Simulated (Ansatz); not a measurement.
# H3LiO2Si (SMILES [Li][O][SiH2]O): one structure at several levels

An exercise on one series of results from a longer session: the logs are not shown, and one member is left open.

Program: Ansatz 0.2.0, Gaussian basis. Level of theory: single points in def2-TZVPP. These are calculated values, not measurements.

Correlated methods freeze the cores. The outer core shell of Li, Na, Mg and K is correlated.

### Where the work starts

SMILES `[Li][O][SiH2]O`, 7 atoms, charge 0, spin multiplicity 1.

Atoms are counted from 1 here; the program's logs count them from 0.

Bond lengths: Li1–O2 1.602 Å, O2–Si3 1.569 Å, Si3–O4 1.648 Å, Si3–H5 1.491 Å, Si3–H6 1.445 Å, O4–H7 0.930 Å. Angles: Li1–O2–Si3 154.9°, O2–Si3–O4 105.2°, O2–Si3–H5 110.6°, O2–Si3–H6 113.0°, O4–Si3–H5 106.7°, O4–Si3–H6 109.8°, H5–Si3–H6 111.3°, Si3–O4–H7 116.0°.

As a file:

```xyz
7

Li   -2.3899   -0.1360   -1.4355
O    -1.0063    0.4244   -0.8534
Si    0.2808    0.3782    0.0420
O     0.2882   -1.1294    0.7084
H     1.5080    0.4802   -0.7990
H     0.2770    1.3755    1.0883
H     1.0060   -1.3251    1.2660
```

Set-up of the first run:

Contents of run/in.yaml:

```yaml
crystal:
  periodic: [false, false, false]
  atoms:
    - {symbol: Li, position_ang: [-2.389900, -0.136000, -1.435500]}
    - {symbol: O, position_ang: [-1.006300, 0.424400, -0.853400]}
    - {symbol: Si, position_ang: [0.280800, 0.378200, 0.042000]}
    - {symbol: O, position_ang: [0.288200, -1.129400, 0.708400]}
    - {symbol: H, position_ang: [1.508000, 0.480200, -0.799000]}
    - {symbol: H, position_ang: [0.277000, 1.375500, 1.088300]}
    - {symbol: H, position_ang: [1.006000, -1.325100, 1.266000]}
basis:
  gaussian: {orbitals: def2-TZVPP}
correlation: {method: ccsd_t}
output: {forces: true}
```

The command line of these runs was not kept.

Steps of the session up to this table: CCSD(T)/def2-TZVPP; PBE0-D4/def2-TZVPP; wB97M-V/def2-TZVPP; r2SCAN-D4/def2-TZVPP; PBE-D4/def2-TZVPP; wB97X-V/def2-TZVPP; CAM-B3LYP-D4/def2-TZVPP.

One table of the session follows, with a row left open; its other results are not shown here.

```
      method  RMS force component (eV/Å)  angle to CCSD(T) forces (°)  dipole (D)
     CCSD(T)                       0.571                    reference        5.58
     PBE0-D4                       0.564                          9.6        5.49
     wB97M-V                       0.557                          3.4        5.46
   r2SCAN-D4                       0.591                          6.7        5.60
      PBE-D4                       0.733                         13.6        5.49
     wB97X-V                           ?                            ?           ?
CAM-B3LYP-D4                       0.556                         10.9        5.36
```

Estimate the missing values for wB97X-V.

The run gave: RMS force component (eV/Å): 0.583; angle to CCSD(T) forces (°): 4.6; dipole (D): 5.47. In the column «RMS force component (eV/Å)» it lies between CCSD(T) (0.571) and r2SCAN-D4 (0.591).
